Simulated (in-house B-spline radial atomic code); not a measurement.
# Pseudo-atoms of bromine beyond the functional they were made with

A pseudopotential made with a local or semilocal functional is often used under other methods. How large is the error for bromine?

Each job solves three atoms with an in-house B-spline radial code, non-relativistic and spherical, high spin: all electrons (AE), all electrons with the core left uncorrelated (FC), and the pseudo-atom (PS, semilocal channels for the l listed, the local potential above). Empty states run to l = 8; the Hartree-Fock start is not run with a model core. The AE exchange self-energy holds core-valence exchange, which PS lacks and its potential largely offsets, so that difference is no error by itself. The code writes a record and no log. All values are calculated.

## (1) Br²⁺, LDA, core 1s 2s 2p 3s 3p 3d, radii × 0.8, model core, made in [Ar] 3d10 4s2 4p5

Contents of settings:

```
Z = 35
electrons = 33.0
configuration = [Ar] 3d10 4s2 4p3
generated_in = [Ar] 3d10 4s2 4p5
functional = lda,vwn
core_shells = 6
radius_factor = 0.8
core_correction = True
ion_configuration = None
```

From the record: radii s 1.151, p 1.329, local 1.178, model core 1.092 bohr. Reference levels, all-electron and pseudo (hartree): 4s -0.72007, -0.72006; 4p -0.29533, -0.29533.

Levels in eV; differences are from AE. Left out are levels of quasi-particle weight under 0.75 (0.6 for the top and for empty ones), unbound levels and those not matched in AE and PS.

| start | level | mean field AE | PS − AE | G0W0 AE | FC − AE | PS − AE | exchange self-energy PS − AE |
| --- | --- | --- | --- | --- | --- | --- | --- |
| LDA | 4p up | -29.44 | +0.01 | -35.24 | +0.23 | -0.31 | +3.69 |
| LDA | 4s down | -39.44 | -0.01 | -44.66 | +0.56 | -0.68 | +5.35 |
| LDA | 4p down (empty) | -26.70 | -0.00 | -21.88 | +0.28 | -1.24 | +3.64 |
| PBE0 | 4p up | -31.05 | +0.12 | -35.38 | +0.23 | +0.06 | +3.63 |
| PBE0 | 4s down | -40.22 | +0.42 | -44.59 | +0.56 | +0.47 | +5.30 |
| PBE0 | 4p down (empty) | -24.77 | +0.08 | -21.69 | +0.27 | -0.47 | +3.36 |

| start | valence RPA correlation, FC (hartree) | PS (hartree) | RPA polarisability (no kernel), AE (bohr³) | PS (bohr³) | ionisation by RPA, AE (eV) | PS − AE (eV) |
| --- | --- | --- | --- | --- | --- | --- |
| LDA | -0.1986 | -0.2676 | 7.37 | 8.04 | – | – |
| PBE0 | -0.1826 | -0.2351 | 6.72 | 7.36 | – | – |

Wall time 11 s (1 thread of Intel Xeon 6975P-C (Granite Rapids), shared host).

Its core holds an angular momentum without a channel of its own, so the local potential lets valence electrons into it.

## (2) Br²⁺, LDA, core 1s 2s 2p 3s 3p 3d, radii × 0.9, made in [Ar] 3d10 4s2 4p5

settings: that of step 1 with these lines changed.

```diff
@@ -6,4 +6,4 @@
 core_shells = 6
-radius_factor = 0.8
-core_correction = True
+radius_factor = 0.9
+core_correction = False
 ion_configuration = None
```

From the record: radii s 1.295, p 1.495, local 1.325 bohr. Reference levels, all-electron and pseudo (hartree): 4s -0.72007, -0.72007; 4p -0.29533, -0.29533.

Levels in eV; differences are from AE. Left out are levels of quasi-particle weight under 0.75 (0.6 for the top and for empty ones), unbound levels and those not matched in AE and PS.

| start | level | mean field AE | PS − AE | G0W0 AE | FC − AE | PS − AE | exchange self-energy PS − AE |
| --- | --- | --- | --- | --- | --- | --- | --- |
| LDA | 4p up | -29.44 | -0.10 | -35.24 | +0.23 | -0.41 | +3.59 |
| LDA | 4s down | -39.44 | +0.57 | -44.66 | +0.56 | -0.04 | +5.50 |
| LDA | 4p down (empty) | -26.70 | +0.39 | -21.88 | +0.28 | -0.69 | +3.64 |
| PBE0 | 4p up | -31.05 | -0.25 | -35.38 | +0.23 | -0.36 | +3.33 |
| PBE0 | 4s down | -40.22 | -0.01 | -44.59 | +0.56 | -0.02 | +5.14 |
| PBE0 | 4p down (empty) | -24.77 | -0.07 | -21.69 | +0.27 | -0.47 | +3.31 |
| Hartree-Fock | 4p up | -35.15 | -0.35 | -35.65 | +0.21 | -0.31 | +3.02 |
| Hartree-Fock | 4s down | -42.46 | -0.13 | -44.47 | +0.54 | +0.07 | +4.59 |
| Hartree-Fock | 4s up | -52.06 | -0.54 | -49.56 | +0.23 | +0.20 | +4.13 |
| Hartree-Fock | 4p down (empty) | -19.48 | -0.14 | -21.38 | +0.22 | -0.20 | +2.56 |

| start | valence RPA correlation, FC (hartree) | PS (hartree) | RPA polarisability (no kernel), AE (bohr³) | PS (bohr³) | ionisation by RPA, AE (eV) | PS − AE (eV) |
| --- | --- | --- | --- | --- | --- | --- |
| LDA | -0.1986 | -0.2567 | 7.37 | 7.87 | – | – |
| PBE0 | -0.1826 | -0.2315 | 6.72 | 6.99 | – | – |
| Hartree-Fock | -0.1480 | -0.1798 | 5.48 | 5.53 | – | – |

Wall time 12 s (1 thread of Intel Xeon 6975P-C (Granite Rapids), shared host).

Its core holds an angular momentum without a channel of its own, so the local potential lets valence electrons into it.

## (3) Br²⁺, LDA, core 1s 2s 2p 3s 3p 3d, radii × 1, made in [Ar] 3d10 4s2 4p5

settings: that of step 2 with these lines changed.

```diff
@@ -6,3 +6,3 @@
 core_shells = 6
-radius_factor = 0.9
+radius_factor = 1.0
 core_correction = False
```

From the record: radii s 1.439, p 1.662, local 1.472 bohr. Reference levels, all-electron and pseudo (hartree): 4s -0.72007, -0.72007; 4p -0.29533, -0.29533.

Levels in eV; differences are from AE. Left out are levels of quasi-particle weight under 0.75 (0.6 for the top and for empty ones), unbound levels and those not matched in AE and PS.

| start | level | mean field AE | PS − AE | G0W0 AE | FC − AE | PS − AE | exchange self-energy PS − AE |
| --- | --- | --- | --- | --- | --- | --- | --- |
| LDA | 4p up | -29.44 | -0.10 | -35.24 | +0.23 | -0.38 | +3.59 |
| LDA | 4s down | -39.44 | +0.57 | -44.66 | +0.56 | +0.01 | +5.51 |
| LDA | 4p down (empty) | -26.70 | +0.39 | -21.88 | +0.28 | -0.57 | +3.63 |
| PBE0 | 4p up | -31.05 | -0.26 | -35.38 | +0.23 | -0.33 | +3.33 |
| PBE0 | 4s down | -40.22 | -0.01 | -44.59 | +0.56 | +0.04 | +5.15 |
| PBE0 | 4p down (empty) | -24.77 | -0.07 | -21.69 | +0.27 | -0.37 | +3.30 |
| Hartree-Fock | 4p up | -35.15 | -0.36 | -35.65 | +0.21 | -0.29 | +3.01 |
| Hartree-Fock | 4s down | -42.46 | -0.11 | -44.47 | +0.54 | +0.11 | +4.60 |
| Hartree-Fock | 4s up | -52.06 | -0.54 | -49.56 | +0.23 | +0.10 | +4.12 |
| Hartree-Fock | 4p down (empty) | -19.48 | -0.15 | -21.38 | +0.22 | -0.16 | +2.56 |

| start | valence RPA correlation, FC (hartree) | PS (hartree) | RPA polarisability (no kernel), AE (bohr³) | PS (bohr³) | ionisation by RPA, AE (eV) | PS − AE (eV) |
| --- | --- | --- | --- | --- | --- | --- |
| LDA | -0.1986 | -0.2471 | 7.37 | 7.76 | – | – |
| PBE0 | -0.1826 | -0.2243 | 6.72 | 6.91 | – | – |
| Hartree-Fock | -0.1480 | -0.1761 | 5.48 | 5.49 | – | – |

It took 12 s on 1 thread of Intel Xeon 6975P-C (Granite Rapids), shared host.

Its core holds an angular momentum without a channel of its own, so the local potential lets valence electrons into it.

## (4) Br²⁺, PBE, core 1s 2s 2p 3s 3p 3d, radii × 0.8

Contents of settings:

```
Z = 35
electrons = 33.0
configuration = [Ar] 3d10 4s2 4p3
generated_in = [Ar] 3d10 4s2 4p3
functional = pbe,pbe
core_shells = 6
radius_factor = 0.8
core_correction = False
ion_configuration = None
```

From the record: radii s 1.129, p 1.278, d 1.868, local 1.24 bohr. Reference levels, all-electron and pseudo (hartree): 4s -1.50542, -1.50538; 4p -1.03624, -1.03626.

Levels in eV; differences are from AE. Left out are levels of quasi-particle weight under 0.75 (0.6 for the top and for empty ones), unbound levels and those not matched in AE and PS.

| start | level | mean field AE | PS − AE | G0W0 AE | FC − AE | PS − AE | exchange self-energy PS − AE |
| --- | --- | --- | --- | --- | --- | --- | --- |
| PBE | 4p up | -29.40 | -0.03 | -35.24 | +0.23 | +0.09 | +3.59 |
| PBE | 4s down | -38.95 | +0.31 | -44.62 | +0.56 | +0.54 | +5.37 |
| PBE | 4p down (empty) | -26.17 | +0.27 | -21.86 | +0.28 | +0.10 | +3.62 |
| PBE0 | 4p up | -31.05 | +0.01 | -35.38 | +0.23 | +0.08 | +3.52 |
| PBE0 | 4s down | -40.22 | +0.26 | -44.59 | +0.56 | +0.51 | +5.16 |
| PBE0 | 4p down (empty) | -24.77 | +0.18 | -21.69 | +0.27 | +0.11 | +3.37 |
| Hartree-Fock | 4p up | -35.15 | -0.04 | -35.65 | +0.21 | +0.11 | +3.21 |
| Hartree-Fock | 4s down | -42.46 | +0.14 | -44.47 | +0.54 | +0.54 | +4.61 |
| Hartree-Fock | 4s up | -52.06 | -0.07 | -49.56 | +0.23 | +0.21 | +4.36 |
| Hartree-Fock | 4p down (empty) | -19.48 | +0.05 | -21.38 | +0.22 | +0.19 | +2.62 |

| start | valence RPA correlation, FC (hartree) | PS (hartree) | RPA polarisability (no kernel), AE (bohr³) | PS (bohr³) | ionisation by RPA, AE (eV) | PS − AE (eV) |
| --- | --- | --- | --- | --- | --- | --- |
| PBE | -0.1986 | -0.2144 | 7.39 | 7.41 | – | – |
| PBE0 | -0.1826 | -0.1973 | 6.72 | 6.73 | – | – |
| Hartree-Fock | -0.1480 | -0.1600 | 5.48 | 5.41 | – | – |

Run time: 12 s. Hardware: 1 thread of Intel Xeon 6975P-C (Granite Rapids), shared host.

## (5) Br²⁺, PBE, core 1s 2s 2p 3s 3p 3d, radii × 0.9, model core, made in [Ar] 3d10 4s2 4p5

Contents of settings:

```
Z = 35
electrons = 33.0
configuration = [Ar] 3d10 4s2 4p3
generated_in = [Ar] 3d10 4s2 4p5
functional = pbe,pbe
core_shells = 6
radius_factor = 0.9
core_correction = True
ion_configuration = None
```

From the record: radii s 1.3, p 1.508, local 1.331, model core 1.092 bohr. Reference levels, all-electron and pseudo (hartree): 4s -0.71371, -0.71373; 4p -0.29016, -0.29015.

Levels in eV; differences are from AE. Left out are levels of quasi-particle weight under 0.75 (0.6 for the top and for empty ones), unbound levels and those not matched in AE and PS.

| start | level | mean field AE | PS − AE | G0W0 AE | FC − AE | PS − AE | exchange self-energy PS − AE |
| --- | --- | --- | --- | --- | --- | --- | --- |
| PBE | 4p up | -29.40 | +0.00 | -35.24 | +0.23 | +0.01 | +3.57 |
| PBE | 4s down | -38.95 | -0.01 | -44.62 | +0.56 | -0.01 | +5.33 |
| PBE | 4p down (empty) | -26.17 | -0.01 | -21.86 | +0.28 | -0.54 | +3.56 |
| PBE0 | 4p up | -31.05 | +0.12 | -35.38 | +0.23 | +0.09 | +3.59 |
| PBE0 | 4s down | -40.22 | +0.37 | -44.59 | +0.56 | +0.44 | +5.30 |
| PBE0 | 4p down (empty) | -24.77 | +0.09 | -21.69 | +0.27 | -0.29 | +3.34 |

| start | valence RPA correlation, FC (hartree) | PS (hartree) | RPA polarisability (no kernel), AE (bohr³) | PS (bohr³) | ionisation by RPA, AE (eV) | PS − AE (eV) |
| --- | --- | --- | --- | --- | --- | --- |
| PBE | -0.1986 | -0.2516 | 7.39 | 7.86 | – | – |
| PBE0 | -0.1826 | -0.2254 | 6.72 | 7.21 | – | – |

Wall time 11 s (1 thread of Intel Xeon 6975P-C (Granite Rapids), shared host).

Its core holds an angular momentum without a channel of its own, so the local potential lets valence electrons into it.

## (6) Results

Of the filled levels shown, the one that moves most in G0W0 on the functional of the generation (eV):

| pseudo-atom | level | PS − AE | FC − AE | exchange self-energy PS − AE |
| --- | --- | --- | --- | --- |
| Br²⁺, LDA, core 1s 2s 2p 3s 3p 3d, radii × 0.8, model core, made in [Ar] 3d10 4s2 4p5 | 4s down | -0.68 | +0.56 | +5.35 |
| Br²⁺, LDA, core 1s 2s 2p 3s 3p 3d, radii × 0.9, made in [Ar] 3d10 4s2 4p5 | 4p up | -0.41 | +0.23 | +3.59 |
| Br²⁺, LDA, core 1s 2s 2p 3s 3p 3d, radii × 1, made in [Ar] 3d10 4s2 4p5 | 4p up | -0.38 | +0.23 | +3.59 |
| Br²⁺, PBE, core 1s 2s 2p 3s 3p 3d, radii × 0.8 | 4s down | +0.54 | +0.56 | +5.37 |
| Br²⁺, PBE, core 1s 2s 2p 3s 3p 3d, radii × 0.9, model core, made in [Ar] 3d10 4s2 4p5 | 4p up | +0.01 | +0.23 | +3.57 |

For these levels the shift runs from 0.01 eV (Br²⁺, PBE, core 1s 2s 2p 3s 3p 3d, radii × 0.9, model core, made in [Ar] 3d10 4s2 4p5) to 0.68 eV (Br²⁺, LDA, core 1s 2s 2p 3s 3p 3d, radii × 0.8, model core, made in [Ar] 3d10 4s2 4p5). Leaving the core uncorrelated shifts some of these levels the other way or by more than the total, so the pseudopotential's own error works against it there, and can outweigh it. The warnings of steps 1, 2, 3, 5 apply, and can be the main cause there. The radii follow a simple rule and aren't optimised.
